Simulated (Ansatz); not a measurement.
# CuN+ (doublet): from Hartree-Fock to the top rungs, def2-TZVPP

One table from this session's results is given with a row withheld; the runs are named, their logs left out.

Program: Ansatz 0.2.0, Gaussian basis. Level of theory: def2-TZVPP, core rule «outside noble gas», up to 10 orbitals frozen. These are calculated values, not measurements.

Plan: UHF; ROHF; CCSD(T) on UHF.

2 further runs of the same task are left out: 2 set aside as unsound or not needed.

### The geometry

The geometry is a PBE0/def2-TZVP stationary point (not a proven minimum) of the parent state, kept for this charge and spin.

2 atoms, charge 1, spin multiplicity 2.

Atoms are counted from 1 here; the program's logs count them from 0.

Bond lengths: Cu1–N2 1.810 Å.

Set-up of the first run:

Input file in.yaml:

```yaml
crystal:
  periodic: [false, false, false]
  atoms:
    - {symbol: Cu, position_ang: [0.000000, 0.000000, 0.000000]}
    - {symbol: N, position_ang: [0.000000, 0.000000, 1.810200]}
basis:
  gaussian: {orbitals: def2-TZVPP}
total_charge: 1
magnetization: {spin_polarized: true, initial_magnetization: 1}
hamiltonian: {xc: hf}
output: {orbitals: {seedname: orbitals}}
```

Run with:

```
$ ansatz run in.yaml --threads 1 --pin off --events-out ev --progress --plain --max-ram 4096MiB --backend cpu
```

Among the steps run: UHF; ROHF; CCSD(T) on UHF.

One of the session's tables, all rows but one given; the rest of the session is left out.

It belongs to the step «Misses and costs». 

```
  method  from UCCSD(T) (meV)
    ROHF             +17224.8
    UMP2                    ?
   UCCSD               +877.0
UCCSD(T)                    0
```

Estimate the missing values for UMP2.

The run gave: from UCCSD(T) (meV): +103.9. In the column «from UCCSD(T) (meV)» it lies between UCCSD(T) (0) and UCCSD (+877.0).

Left out of the table: UHF (another determinant or state than the rows shown).

The program flags UCCSD(T) as in doubt (see the logs), so the zero of the table is itself unsure.

Caveats from the session: The determinant is far from a pure spin state, so its energy mixes those of several spin states (harmless only where they are near-degenerate, as at dissociation). The program flags UCCSD(T) as in doubt, so the zero of the table is itself unsure. Warnings: spin contamination; coupled cluster took another determinant than the lowest.
